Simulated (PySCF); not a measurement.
# C2H13ClGeSi3: NMR shifts and K edges in gas and solvents

Aim: compute the NMR shifts and K edges of C2H13ClGeSi3 (`C[SiH2]C[Si@H]([SiH3])[GeH2][Cl]`), and see what a dielectric continuum does where one was used.

Programs: PySCF 2.14.0, with density-fitted response routines of our own. Each step states its level of theory. These are calculated values for one molecule, in the gas phase or a continuum, unless marked as measured. Atoms count from 0, in the outputs and in this text.

### Step 1. The molecule as given

20 atoms, charge 0, multiplicity 1; geometry from: GFN2-xTB.

Bonds of the start (Å): C0–Si1 1.90, Si1–C2 1.91, C2–Si3 1.91, Si3–Si4 2.33, Si3–Ge5 2.38, Ge5–Cl6 2.13, C0–H7 1.09, C0–H8 1.09, C0–H9 1.09, Si1–H10 1.47, Si1–H11 1.47, C2–H12 1.09, C2–H13 1.09, Si3–H14 1.48, Si4–H15 1.47, Si4–H16 1.47, Si4–H17 1.46, Ge5–H18 1.53, Ge5–H19 1.53.

### Step 2. Optimising the geometry at PBE0-D3(BJ)/def2-SVP

What the job is given:

```
{"job": {"xc": "PBE0", "basis": "def2-SVP", "d3": "d3bj", "grid": 1, "kind": "geom"}, "charge": 0, "multiplicity": 1}
C     -2.755973    -0.355534     0.893623
Si    -1.858778    -1.176580    -0.560003
C     -0.525598     0.003403    -1.249744
Si     0.702502     0.767638    -0.003424
Si     2.420417     1.942815    -1.048024
Ge     1.526558    -0.992253     1.370414
Cl     3.449402    -0.509628     2.152502
H     -2.073307    -0.170035     1.718725
H     -3.198305     0.595097     0.610542
H     -3.554608    -0.990280     1.264421
H     -2.815293    -1.480601    -1.635476
H     -1.215854    -2.422233    -0.118159
H     -1.014011     0.819326    -1.783094
H      0.043944    -0.542944    -2.003518
H     -0.081514     1.618889     0.917435
H      3.330508     1.043534    -1.764383
H      1.893010     2.883299    -2.042692
H      3.222442     2.724492    -0.107054
H      1.756535    -2.376694     0.751355
H      0.742773    -1.371033     2.633520
```

The log of the run:

```text
step   0  E = -3488.17290388  max force = 0.022314
step   1  E = -3488.18076326  max force = 0.008009
step   2  E = -3488.18131746  max force = 0.001845
step   3  E = -3488.18139423  max force = 0.000860
step   4  E = -3488.18142482  max force = 0.001306
step   5  E = -3488.18145366  max force = 0.000874
step   6  E = -3488.18146854  max force = 0.000836
step   7  E = -3488.18148552  max force = 0.000998
step   8  E = -3488.18150811  max force = 0.001170
step   9  E = -3488.18152011  max force = 0.000565
step  10  E = -3488.18151779  max force = 0.000342
step  11  E = -3488.18151592  max force = 0.000289
step  12  E = -3488.18151613  max force = 0.000224
optimisation converged
```

Run time: 7.2 min. Hardware: 1 thread, shared host.

Relaxation path:

| step | energy from step 0 (eV) | largest force component (eV/Å) |
| --- | --- | --- |
| 0 | 0.0000 | 1.1474 |
| 1 | -0.2139 | 0.4118 |
| 2 | -0.2289 | 0.0949 |
| 3 | -0.2310 | 0.0442 |
| 4 | -0.2319 | 0.0672 |
| 5 | -0.2327 | 0.0449 |
| 6 | -0.2331 | 0.0430 |
| 7 | -0.2335 | 0.0513 |
| 8 | -0.2341 | 0.0602 |
| 9 | -0.2345 | 0.0291 |
| 10 | -0.2344 | 0.0176 |
| 11 | -0.2343 | 0.0149 |
| 12 | -0.2344 | 0.0115 |

Close pairs (by a distance rule), those that changed most:

| bond | before (Å) | after (Å) | change (Å) |
| --- | --- | --- | --- |
| Ge5–Cl6 | 2.131 | 2.186 | +0.055 |
| Si1–H11 | 1.470 | 1.502 | +0.033 |
| Si4–H16 | 1.467 | 1.498 | +0.031 |
| Si4–H17 | 1.463 | 1.492 | +0.029 |
| Si4–H15 | 1.466 | 1.495 | +0.029 |
| Si1–H10 | 1.471 | 1.497 | +0.026 |
| Si1–C2 | 1.909 | 1.886 | -0.024 |
| C2–Si3 | 1.909 | 1.889 | -0.020 |

The next job starts from the end point, and lists it.

| at the end point | value |
| --- | --- |
| point group (found at 0.08 Å tolerance) | C1 |
| rotational constants (GHz, main isotopes) | 1.077, 0.515, 0.382 |
| dipole moment (D) | 3.08 |

### Step 3. Nuclear shieldings: PBE0/pcSseg-1 in dichloromethane

What the job is given:

```
{"job": {"kind": "nmr", "xc": "PBE0", "basis": "pcSseg-1", "solvent": "dichloromethane", "pop": true}, "charge": 0, "multiplicity": 1}
C     -2.885955    -0.045717     0.874059
Si    -1.933622    -0.968425    -0.453739
C     -0.582411     0.111511    -1.204350
Si     0.727470     0.638025     0.050579
Si     2.582438     1.678127    -0.937471
Ge     1.559116    -1.283001     1.200745
Cl     3.558303    -0.677860     1.845774
H     -2.220301     0.259891     1.696066
H     -3.355564     0.860856     0.461558
H     -3.680362    -0.679110     1.297250
H     -2.862691    -1.459734    -1.519643
H     -1.267115    -2.169299     0.155487
H     -1.027539     1.012022    -1.661743
H     -0.085539    -0.449849    -2.014344
H      0.126998     1.547598     1.078690
H      3.367713     0.666581    -1.709117
H      2.103858     2.728981    -1.891566
H      3.454038     2.316950     0.091080
H      1.764024    -2.508392     0.290317
H      0.810568    -1.705953     2.477570
```

With the program's defaults for keys left out, this is: GIAO PBE0/pcSseg-1 NMR shielding, non-relativistic, IEF-PCM dichloromethane.

The log of the run:

```text
coarse grid: 75464 points
cycle   1  E = -3488.5224732585  dE = -6.559e-01  |g| = 9.683e-01  |ddm| = 4.019e+00
cycle   2  E = -3488.4786762593  dE =  4.380e-02  |g| = 1.034e+00  |ddm| = 1.251e+00
cycle   3  E = -3488.6187531356  dE = -1.401e-01  |g| = 8.496e-02  |ddm| = 7.959e-01
cycle   4  E = -3488.6200255043  dE = -1.272e-03  |g| = 2.483e-02  |ddm| = 1.049e-01
cycle   5  E = -3488.6201903195  dE = -1.648e-04  |g| = 5.992e-03  |ddm| = 2.995e-02
cycle   6  E = -3488.6201989885  dE = -8.669e-06  |g| = 1.249e-03  |ddm| = 6.493e-03
final grid: 152816 points
cycle   7  E = -3488.6202229537  dE = -1.419e-07  |g| = 1.374e-03  |ddm| = 4.826e-03
cycle   8  E = -3488.6202227900  dE =  1.637e-07  |g| = 1.746e-03  |ddm| = 3.074e-03
cycle   9  E = -3488.6202234295  dE = -6.395e-07  |g| = 1.531e-04  |ddm| = 1.560e-03
cycle  10  E = -3488.6202234342  dE = -4.724e-09  |g| = 1.642e-05  |ddm| = 1.750e-04
cycle  11  E = -3488.6202234342  dE = -5.548e-11  |g| = 7.168e-06  |ddm| = 2.353e-05
converged SCF energy = -3488.6202234342

GIAO shielding tensors (ppm)
atom      isotropic    diamagn.    paramagn.     s11        s22        s33       span
  0 C      192.011     254.420     -62.410    186.366    192.830    196.836     10.470
  1 Si     387.112     880.836    -493.724    352.859    382.524    425.953     73.094
  2 C      194.620     259.813     -65.193    187.306    192.139    204.416     17.109
  3 Si     408.673     881.805    -473.132    358.805    406.200    461.012    102.207
  4 Si     453.399     879.922    -426.522    446.083    450.906    463.210     17.127
  5 Ge    1393.554    2760.461   -1366.908   1228.374   1348.509   1603.779    375.405
  6 Cl    1058.749    1149.266     -90.518   1012.040   1065.144   1099.062     87.021
  7 H       30.764      32.687      -1.923     25.237     30.723     36.333     11.097
  8 H       31.059      29.769       1.290     26.456     28.454     38.267     11.811
  9 H       31.007      27.588       3.420     26.392     27.120     39.510     13.119
 10 H       26.983      29.071      -2.089     22.889     24.901     33.158     10.269
 11 H       27.588      31.062      -3.474     23.341     28.624     30.800      7.459
 12 H       31.055      32.179      -1.124     25.419     28.453     39.292     13.873
 13 H       31.129      32.632      -1.503     25.673     29.369     38.345     12.673
 14 H       26.910      30.659      -3.749     23.613     26.201     30.916      7.302
 15 H       27.645      28.927      -1.282     24.377     26.352     32.206      7.829
 16 H       27.658      28.623      -0.965     23.903     25.554     33.516      9.614
 17 H       27.537      28.613      -1.077     23.310     26.656     32.644      9.334
 18 H       25.887      29.933      -4.046     18.877     22.843     35.940     17.063
 19 H       25.633      29.566      -3.933     18.086     22.677     36.135     18.049
```

It took 71 s on 1 thread, shared host.

The references, computed at this level on geometries of the same kind, shield at (ppm): 1H TMS 31.24, 13C TMS 185.3, 29Si TMS 351.8, 73Ge GeMe4 1329. Their shielding less the atom's gives the shift. The references are single molecules in the same continuum. Atoms listed in one row are averaged.

| atoms | environment | σ (ppm) | δ (ppm) |
| --- | --- | --- | --- |
| C0 | methyl carbon bonded to Si | 192.0 | -6.7 |
| C2 | sp3 CH2 bonded to 2 Si | 194.6 | -9.3 |
| H19 | hydrogen on a germanium bonded to Cl, Si | 25.63 | 5.61 |
| H18 | hydrogen on a germanium bonded to Cl, Si | 25.89 | 5.36 |
| H14 | hydrogen on a silicon bonded to C, Ge, Si | 26.91 | 4.33 |
| H10 | hydrogen on a silicon bonded to 2 C | 26.98 | 4.26 |
| H11 | hydrogen on a silicon bonded to 2 C | 27.59 | 3.65 |
| H15, H16, H17 | hydrogen on a silicon bonded to Si | 27.61 | 3.63 |
| H7, H8, H9 | hydrogen on a methyl carbon bonded to Si | 30.94 | 0.30 |
| H12 | hydrogen on an sp3 CH2 bonded to 2 Si | 31.05 | 0.19 |
| H13 | hydrogen on an sp3 CH2 bonded to 2 Si | 31.13 | 0.11 |
| Si1 | silicon bonded to 2 C, 2 H | 387.1 | -35.3 |
| Si3 | silicon bonded to C, Ge, Si, H | 408.7 | -56.9 |
| Si4 | silicon bonded to Si, 3 H | 453.4 | -101.6 |
| Ge5 | germanium bonded to Cl, Si, 2 H | 1394 | -64 |
| Cl6 | chlorine bonded to Ge | 1059 | – |

The run also stored atomic charges by several schemes (e):

| atoms | Mulliken | IAO | Hirshfeld | ESP fit |
| --- | --- | --- | --- | --- |
| C0 | -0.65 | -0.72 | -0.21 | -0.63 |
| Si1 | 0.62 | 0.78 | 0.34 | 0.68 |
| C2 | -0.84 | -0.81 | -0.24 | -0.59 |
| Si3 | 0.29 | 0.36 | 0.19 | 0.36 |
| Si4 | 0.24 | 0.28 | 0.20 | 0.11 |
| Ge5 | 0.07 | 0.40 | 0.26 | 0.04 |
| Cl6 | -0.38 | -0.37 | -0.21 | -0.26 |

Mayer bond orders: C0–Si1 0.97, Si1–C2 0.91, C2–Si3 0.92, Si3–Si4 0.91, Si3–Ge5 0.86, Ge5–Cl6 0.86.

### Step 4. Nuclear shieldings: PBE0/pcSseg-1 in methanol

Same as in step 3 but for these lines:

```diff
@@ -1,2 +1,2 @@
-{"job": {"kind": "nmr", "xc": "PBE0", "basis": "pcSseg-1", "solvent": "dichloromethane", "pop": true}, "charge": 0, "multiplicity": 1}
+{"job": {"kind": "nmr", "xc": "PBE0", "basis": "pcSseg-1", "solvent": "methanol", "pop": false}, "charge": 0, "multiplicity": 1}
 C     -2.885955    -0.045717     0.874059
```

With the program's defaults for keys left out, this is: GIAO PBE0/pcSseg-1 NMR shielding, non-relativistic, IEF-PCM methanol.

The log of the run:

```text
coarse grid: 75464 points
cycle   1  E = -3488.5234475091  dE = -6.568e-01  |g| = 9.679e-01  |ddm| = 4.019e+00
cycle   2  E = -3488.4808625714  dE =  4.258e-02  |g| = 1.031e+00  |ddm| = 1.246e+00
cycle   3  E = -3488.6195011343  dE = -1.386e-01  |g| = 8.378e-02  |ddm| = 7.889e-01
cycle   4  E = -3488.6207095751  dE = -1.208e-03  |g| = 2.485e-02  |ddm| = 1.013e-01
cycle   5  E = -3488.6208732868  dE = -1.637e-04  |g| = 5.819e-03  |ddm| = 2.925e-02
cycle   6  E = -3488.6208814321  dE = -8.145e-06  |g| = 1.198e-03  |ddm| = 6.383e-03
final grid: 152816 points
cycle   7  E = -3488.6209050247  dE = -1.643e-07  |g| = 1.299e-03  |ddm| = 4.710e-03
cycle   8  E = -3488.6209049040  dE =  1.207e-07  |g| = 1.634e-03  |ddm| = 2.818e-03
cycle   9  E = -3488.6209054321  dE = -5.281e-07  |g| = 1.444e-04  |ddm| = 1.409e-03
cycle  10  E = -3488.6209054363  dE = -4.230e-09  |g| = 1.549e-05  |ddm| = 1.651e-04
cycle  11  E = -3488.6209054364  dE = -5.821e-11  |g| = 7.341e-06  |ddm| = 2.322e-05
converged SCF energy = -3488.6209054364

GIAO shielding tensors (ppm)
atom      isotropic    diamagn.    paramagn.     s11        s22        s33       span
  0 C      192.102     254.449     -62.346    186.489    192.928    196.890     10.401
  1 Si     386.952     880.834    -493.882    352.576    382.212    426.068     73.492
  2 C      194.676     259.802     -65.127    187.437    192.256    204.334     16.897
  3 Si     408.375     881.767    -473.392    358.459    405.855    460.812    102.353
  4 Si     453.363     879.940    -426.577    446.191    450.670    463.227     17.037
  5 Ge    1392.226    2760.509   -1368.283   1225.572   1348.028   1603.076    377.504
  6 Cl    1060.585    1149.321     -88.736   1013.996   1066.855   1100.905     86.909
  7 H       30.756      32.689      -1.933     25.222     30.710     36.337     11.114
  8 H       31.042      29.758       1.283     26.432     28.435     38.258     11.826
  9 H       31.008      27.582       3.426     26.388     27.119     39.516     13.128
 10 H       26.999      29.095      -2.096     22.911     24.920     33.167     10.257
 11 H       27.594      31.085      -3.491     23.348     28.633     30.802      7.454
 12 H       31.011      32.120      -1.109     25.358     28.403     39.272     13.913
 13 H       31.087      32.576      -1.489     25.611     29.324     38.326     12.714
 14 H       26.900      30.637      -3.737     23.602     26.189     30.910      7.308
 15 H       27.653      28.955      -1.302     24.395     26.357     32.206      7.811
 16 H       27.647      28.627      -0.980     23.892     25.543     33.506      9.615
 17 H       27.569      28.665      -1.096     23.356     26.691     32.660      9.304
 18 H       25.868      29.928      -4.060     18.857     22.831     35.915     17.058
 19 H       25.615      29.563      -3.949     18.067     22.665     36.112     18.045
```

Run time: 65 s. Hardware: 1 thread, shared host.

In short: δ C0 -6.6, C2 -9.2, Si1 -35.2, Si3 -56.6, H19 5.63, H18 5.37 ppm.

### Step 5. Core excitations: BHandHLYP/def2-SVPD+aug-pcX-1+pcseg-1

Same as in step 4 but for these lines:

```diff
@@ -1,2 +1,2 @@
-{"job": {"kind": "nmr", "xc": "PBE0", "basis": "pcSseg-1", "solvent": "methanol", "pop": false}, "charge": 0, "multiplicity": 1}
+{"job": {"kind": "xas", "xc": "BHandHLYP", "basis": {"default": "aug-pcX-1", "H": "pcseg-1", "Si": "def2-SVPD", "Cl": "def2-SVPD", "Ge": "def2-SVPD"}}, "charge": 0, "multiplicity": 1}
 C     -2.885955    -0.045717     0.874059
```

Method: core-valence-separated TDA BHandHLYP/aug-pcX-1 H:pcseg-1 Si:def2-SVPD Cl:def2-SVPD Ge:def2-SVPD, K edges, non-relativistic, gas phase.

The log of the run:

```text
coarse grid: 75464 points
cycle   1  E = -3488.9571529617  dE = -6.070e-01  |g| = 4.895e-01  |ddm| = 4.430e+00
cycle   2  E = -3488.9795396493  dE = -2.239e-02  |g| = 4.371e-01  |ddm| = 1.024e+00
cycle   3  E = -3489.0183530929  dE = -3.881e-02  |g| = 3.748e-02  |ddm| = 5.037e-01
cycle   4  E = -3489.0187062520  dE = -3.532e-04  |g| = 1.482e-02  |ddm| = 7.860e-02
cycle   5  E = -3489.0187608630  dE = -5.461e-05  |g| = 2.564e-03  |ddm| = 2.156e-02
cycle   6  E = -3489.0187624294  dE = -1.566e-06  |g| = 7.236e-04  |ddm| = 4.246e-03
final grid: 152816 points
cycle   7  E = -3489.0187704268  dE = -1.739e-07  |g| = 6.028e-04  |ddm| = 4.767e-03
cycle   8  E = -3489.0187704485  dE = -2.176e-08  |g| = 5.485e-04  |ddm| = 1.280e-03
cycle   9  E = -3489.0187705275  dE = -7.903e-08  |g| = 3.658e-05  |ddm| = 5.563e-04
cycle  10  E = -3489.0187705279  dE = -4.038e-10  |g| = 1.027e-05  |ddm| = 6.710e-05
converged SCF energy = -3489.0187705279

C K edge
   eV          f      from atoms
  284.809   0.00535   C2
  285.087   0.00182   C0
  285.518   0.02677   C2
  285.662   0.03038   C2
  285.725   0.01451   C0
  285.808   0.00315   C2
  285.866   0.02902   C0
  285.938   0.00480   C2
  286.045   0.01868   C0
  286.365   0.01565   C0
  286.464   0.01145   C2
  286.543   0.01188   C2
```

It took 45 s on 1 thread, shared host.

### Step 6. Run by run: NMR shifts

Shifts (ppm) of some atoms, chosen among heavy atoms and hydrogens apart, with basis size and wall time:

| run | C0 | C2 | H12 | H13 | Si1 | Si3 | Ge5 | functions | time |
| --- | --- | --- | --- | --- | --- | --- | --- | --- | --- |
| PBE0/pcSseg-1 in dichloromethane | -6.7 | -9.3 | 0.19 | 0.11 | -35.3 | -56.9 | -64 | 236 | 71 s |
| PBE0/pcSseg-1 in methanol | -6.6 | -9.2 | 0.23 | 0.15 | -35.2 | -56.6 | -63 | 236 | 65 s |

The continuum's effect on the ground state:

| solvent | ε | polarisation energy (Eh) | μ (D) |
| --- | --- | --- | --- |
| dichloromethane | 8.93 | -0.0052 | 4.27 |
| methanol | 32.61 | -0.0061 | 4.42 |

### Step 7. Results

| quantity | value |
| --- | --- |
| point group | C1 |
| rotational constants (main isotopes) | 1.08, 0.52, 0.38 GHz |
| 13C shifts against TMS (PBE0/pcSseg-1, dichloromethane) | -6.7, -9.3 ppm |
| 1H shifts against TMS (PBE0/pcSseg-1, dichloromethane, means over atoms taken as alike) | 5.61, 5.36, 4.33, 4.26, 3.65, 3.63, 0.30, 0.19, 0.11 ppm |
| 29Si shifts against TMS (PBE0/pcSseg-1, dichloromethane) | -35.3, -56.9, -101.6 ppm |
| 73Ge shifts against GeMe4 (PBE0/pcSseg-1, dichloromethane) | -64 ppm |
| shieldings of Cl (PBE0/pcSseg-1, dichloromethane) | Cl6 1058.7 ppm |
| C K edge | first line 284.81 eV, strongest 285.66 eV (f = 0.030) |
| range of the shift of Ge5 | -64 to -63 ppm |

What this shows: The optimisation took 12 steps and gained 0.234 eV; among the close pairs (by a distance rule), Ge5–Cl6 changed most, from 2.131 to 2.186 Å. At PBE0/pcSseg-1: The widest tensor belongs to Ge5: span 375 ppm, with a paramagnetic part of -1367 ppm. At the C edge the strongest single line lifts a 1s electron of C2 into several orbitals, led by LUMO+7 (weight 0.18), 0.9 eV above the first line. Absolute edge energies from this method are off by several eV; spacings are better. Among the atoms with a shift in every run: In ppm, Ge5 moves most: its shift spreads over 1 ppm, from -64 (PBE0/pcSseg-1 in dichloromethane) to -63 (PBE0/pcSseg-1 in methanol). The continuum holds electrostatics alone: no hydrogen bonds to the solvent, and the gas-phase geometry is kept. Spin-orbit coupling is left out, which matters for shieldings and couplings at and beside the heavy atoms.
